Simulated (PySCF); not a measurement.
# C2H9BrSi2: the cost of one run

Computed with PySCF 2.14.0, with density-fitted response routines of our own, on a single molecule in the gas phase. Atoms are numbered from 0 throughout.

**1. Starting geometry**

14 atoms, charge 0, multiplicity 1; geometry from: GFN2-xTB.

Bonds of the start (Å): C0–Si1 1.89, Si1–Br2 2.24, Si1–C3 1.89, C3–Si4 1.91, C0–H5 1.09, C0–H6 1.09, C0–H7 1.09, Si1–H8 1.46, C3–H9 1.09, C3–H10 1.09, Si4–H11 1.46, Si4–H12 1.47, Si4–H13 1.46.

**2. Ultraviolet spectrum: B3LYP/def2-SVPD**

What the job is given:

```
{"job": {"kind": "uv", "xc": "B3LYP", "basis": "def2-SVPD", "nstates": 8, "ntriplets": 3}, "charge": 0, "multiplicity": 1}
C     -1.740341     0.985701     0.152609
Si    -1.029600    -0.685395     0.676664
Br    -1.279739    -2.071807    -1.061068
C      0.814891    -0.620668     1.091898
Si     1.944559     0.201244    -0.208748
H     -2.812255     0.920016    -0.014497
H     -1.284523     1.334940    -0.770502
H     -1.569764     1.740921     0.913848
H     -1.821472    -1.313192     1.735104
H      0.935698    -0.096763     2.040430
H      1.167431    -1.638700     1.263588
H      1.772682    -0.456893    -1.502096
H      1.572325     1.616483    -0.308281
H      3.329429     0.083641     0.248911
```

Method: TDDFT B3LYP/def2-SVPD, vertical, gas phase, core orbitals frozen in the response.

Started as:

```bash
OMP_NUM_THREADS=1 python probes_run.py task.json out
```

This one command runs all jobs of the session in turn.

**Question.** How long does this job take on 1 thread of Arm Neoverse V2, shared host, and how much memory does it need?

About 43 s, with a peak of 0.77 GiB.
